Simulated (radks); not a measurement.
# The series with 57 electrons, La to Tl²⁴⁺

One table from this session's results is given with a row withheld; the runs are named, their logs left out.

The numbers are computed with radks (a radial shooting solver on a logarithmic mesh, Libxc functionals) version 1 (Dirac Kohn-Sham, PBE, spin-unpolarised, spherical densities, finite nucleus; open shells fill j = l - 1/2 first), except any that are marked as measured or tabulated.

## Starting point

```
electrons     : 57
ions          : La, Nd³⁺, Eu⁶⁺, Dy⁹⁺, Tm¹²⁺, Hf¹⁵⁺, Re¹⁸⁺, Pt²¹⁺, Tl²⁴⁺
configuration : [Xe] 5d1 6s2
```

The first run:

Settings of this run:

```text
Z 57
configuration [Xe] 5d1 6s2
relativity Dirac
functional pbe,pbe
spin unpolarised
j_filling energy
nucleus finite rms 4.855 fm
c 137.035999084
```

Among the steps run: La; Nd³⁺; Eu⁶⁺; Dy⁹⁺; Tm¹²⁺; Hf¹⁵⁺; Re¹⁸⁺; Pt²¹⁺; Tl²⁴⁺.

One table of the session follows, with a row left open; its other results are not shown here.

| ion | E (hartree) | ε(5p1/2) (eV) | ε(5p3/2) (eV) | ε(6s1/2) (eV) | ε(5d3/2) (eV) |
| --- | --- | --- | --- | --- | --- |
| La | -8497.1360 | -24.084 | -21.579 | -3.664 | -3.172 |
| Nd³⁺ | -9625.8312 | -65.868 | -61.545 | -26.464 | -34.282 |
| Eu⁶⁺ | -10836.6745 | -122.26 | -115.45 | -59.734 | -79.890 |
| Dy⁹⁺ | ? | ? | ? | ? | ? |
| Tm¹²⁺ | -13511.7598 | -272.38 | -258.16 | -152.59 | -206.64 |
| Hf¹⁵⁺ | -14980.1489 | -365.41 | -345.98 | -211.48 | -286.61 |
| Re¹⁸⁺ | -16539.1679 | -470.38 | -444.49 | -278.56 | -377.31 |
| Pt²¹⁺ | -18191.6248 | -587.41 | -553.60 | -353.83 | -478.61 |
| Tl²⁴⁺ | -19940.8148 | -716.68 | -673.26 | -437.37 | -590.44 |

Estimate the missing values for Dy⁹⁺.

The run gave: E (hartree): -12131.3207; ε(5p1/2) (eV): -191.27; ε(5p3/2) (eV): -181.21; ε(6s1/2) (eV): -101.94; ε(5d3/2) (eV): -137.61. In the column «E (hartree)» it lies between Tm¹²⁺ (-13511.7598) and Eu⁶⁺ (-10836.6745).

The configuration is held, so it need not be the ground state of every ion.
